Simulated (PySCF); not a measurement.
# C2H10GeSi: the cost of one run

Programs: PySCF 2.14.0, with density-fitted response routines of our own. Each step states its level of theory. These are calculated values for one molecule in the gas phase, unless marked as measured. Atoms are numbered from 0 throughout.

## (1) Starting geometry

14 atoms, charge 0, multiplicity 1; geometry from: PBE0-D3(BJ)/def2-SVP.

Bonds of the start (Å): C0–C1 1.53, C1–Si2 1.89, C1–Ge3 1.97, C0–H4 1.10, C0–H5 1.10, C0–H6 1.10, C1–H7 1.11, Si2–H8 1.50, Si2–H9 1.50, Si2–H10 1.50, Ge3–H11 1.54, Ge3–H12 1.54, Ge3–H13 1.54.

## (2) Core holes by ΔSCF: SCAN, X2C

Job settings and geometry (Å):

```
{"job": {"kind": "xps"}, "charge": 0, "multiplicity": 1}
C     -0.084815     1.618262    -0.846379
C      0.038639     0.607238     0.298609
Si    -1.480642    -0.501364     0.440726
Ge     1.689601    -0.452345     0.139804
H     -0.975768     2.257537    -0.731402
H     -0.171605     1.114800    -1.823320
H      0.790359     2.286073    -0.902575
H      0.129159     1.139682     1.262969
H     -2.718241     0.326295     0.604066
H     -1.633549    -1.326234    -0.799141
H     -1.360486    -1.421779     1.613440
H      1.848824    -1.404876     1.340027
H      2.899697     0.502239     0.084726
H      1.655134    -1.280307    -1.160440
```

Method: delta-SCF UKS SCAN, pcX-2 on the ionised atom, pcseg-1 elsewhere, spin-free X2C.

Run with:

```console
> OMP_NUM_THREADS=1 python probes_run.py task.json out
```

This one command runs all jobs of the session in turn.

Q: Estimate the wall time and peak memory of this first job on 1 thread of Arm Neoverse V1, shared host.

About 31 s, with a peak of 0.61 GiB.
